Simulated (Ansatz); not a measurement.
# CH₃AlBrFO: up Jacob's ladder to CCSD(T)

Aim: compute CH₃AlBrFO with functionals from several rungs and with coupled cluster, and see how far each lands from CCSD(T) at the basis-set limit for the atomisation energy.

Computed with Ansatz 0.2.0, Gaussian basis. Level: functionals in def2-TZVPP, the program's frozen cores in correlated methods.

The runs, in order: LDA (SPW92), PBE-D4, revPBE-D4, BLYP-D4, r2SCAN-D4, B97M-V, PBE0-D4, B3LYP-D4, r2SCANh-D4, r2SCAN0-D4, HSE06-D4, BHLYP-D4, CAM-B3LYP-D4, LC-ωPBE, ωB97X-V, ωB97M-V, B2PLYP, PBE-QIDH; CCSD(T)/def2-SVP; CCSD(T)/def2-TZVPP; MP2/def2-QZVPP; extrapolation to the limit; RPA on PBE.

### 1 The relaxed structure

All runs share one geometry, relaxed beforehand with PBE0-D4 in a triple-zeta def2 set.

SMILES `C[O][Al]([F])[Br]`, 8 atoms, charge 0, spin multiplicity 1.

Atoms are counted from 1 here; the program's logs count them from 0.

Bond lengths: C1–O2 1.402 Å, C1–H6 1.096 Å, C1–H7 1.094 Å, C1–H8 1.094 Å, O2–Al3 1.663 Å, Al3–F4 1.635 Å, Al3–Br5 2.233 Å. Angles: O2–C1–H6 112.4°, O2–C1–H7 109.7°, O2–C1–H8 109.7°, H6–C1–H7 108.4°, H6–C1–H8 108.4°, H7–C1–H8 108.2°, C1–O2–Al3 136.3°, O2–Al3–F4 119.1°, O2–Al3–Br5 121.9°, F4–Al3–Br5 119.0°.

As a file:

```
C     0.4864   -0.1492    1.2076
O    -0.2721   -0.6196    0.1270
Al   -0.6621   -0.0767   -1.3958
F    -1.6180   -0.9998   -2.3485
Br    0.0826    1.8784   -2.1774
H     0.9458    0.8240    1.0022
H     1.2812   -0.8640    1.4387
H    -0.1516   -0.0502    2.0904
```

### 2 LDA

This LDA is Slater exchange with PW92 correlation.

Contents of in.yaml:

```yaml
crystal:
  periodic: [false, false, false]
  atoms:
    - {symbol: C, position_ang: [0.486434, -0.149203, 1.207620]}
    - {symbol: O, position_ang: [-0.272066, -0.619590, 0.127041]}
    - {symbol: Al, position_ang: [-0.662144, -0.076701, -1.395811]}
    - {symbol: F, position_ang: [-1.617970, -0.999827, -2.348548]}
    - {symbol: Br, position_ang: [0.082627, 1.878368, -2.177360]}
    - {symbol: H, position_ang: [0.945785, 0.823994, 1.002239]}
    - {symbol: H, position_ang: [1.281212, -0.864049, 1.438663]}
    - {symbol: H, position_ang: [-0.151579, -0.050194, 2.090355]}
basis:
  gaussian: {orbitals: def2-TZVPP}
hamiltonian: {xc: lda}
output: {orbitals: {seedname: orbitals}}
```

Further steps of the session: PBE-D4 (GGA); revPBE-D4 (GGA); BLYP-D4 (GGA); r2SCAN-D4 (meta-GGA); B97M-V (meta-GGA); PBE0-D4 (hybrid); B3LYP-D4 (hybrid); r2SCANh-D4 (hybrid); r2SCAN0-D4 (hybrid); HSE06-D4 (hybrid); BHLYP-D4 (hybrid); CAM-B3LYP-D4 (range-separated); LC-ωPBE-D4 (range-separated); ωB97X-V (range-separated); ωB97M-V (range-separated); B2PLYP (double hybrid); PBE-QIDH (double hybrid); CCSD(T) in def2-SVP; CCSD(T) in def2-TZVPP; MP2 in def2-QZVPP; RPA on PBE orbitals.

Q: Predict the results of all the runs planned. Wanted: atomisation energy, CCSD(T)/CBS; farthest beyond LDA; mean size of error, GGA; mean size of error, meta-GGA; mean size of error, hybrid; mean size of error, range-separated; mean size of error, double hybrid; gap, smallest and largest; T1 diagnostic.

**Answer**, as computed:

```
                               quantity                                                      value
        atomisation energy, CCSD(T)/CBS                                                  32.076 eV
    functionals within 0.321 eV (1.0 %)  PBE-D4, r2SCAN-D4, B97M-V, CAM-B3LYP-D4, ωB97X-V, ωB97M-V
                    farthest beyond LDA                                       BHLYP-D4 (-1.439 eV)
                mean size of error, GGA                                                   0.458 eV
           mean size of error, meta-GGA                                                   0.149 eV
             mean size of error, hybrid                                                   0.648 eV
    mean size of error, range-separated                                                   0.258 eV
      mean size of error, double hybrid                                                   0.515 eV
              gap, smallest and largest                  5.13 eV (LDA (SPW92)), 12.70 eV (LC-ωPBE)
                          T1 diagnostic                                                     0.0103
triples share of the correlation energy                                                      3.2 %
```

In words: LDA overbinds by 4.203 eV (13 %). PBE-D4 misses by +0.177 eV. Double hybrids carry the basis error of their MP2 part in triple zeta, and no dispersion term here, so their miss is partly the set-up's. The rungs meta-GGA, range-separated miss on average by less than the doubt on the reference (0.321 eV), so they tie. The reference freezes the cores and leaves out relativity and excitations past (T), and its outer-core shells are covered unevenly, so misses under about 0.321 eV can't be ranked. All levels share the lack of spin-orbit coupling, which lowers the free heavy atoms and so the true binding. Hartree-Fock recovers 73 % of the binding; the rest is correlation. CCSD(T) in def2-SVP is off by -2.008 eV, more than most functionals: a good method in a small basis is no reference. The gap grows from 5.1 to 12.7 eV across the functionals, mostly with the share of exact exchange. Correlated methods include outer-core shells of Br, which these sets cover unevenly.
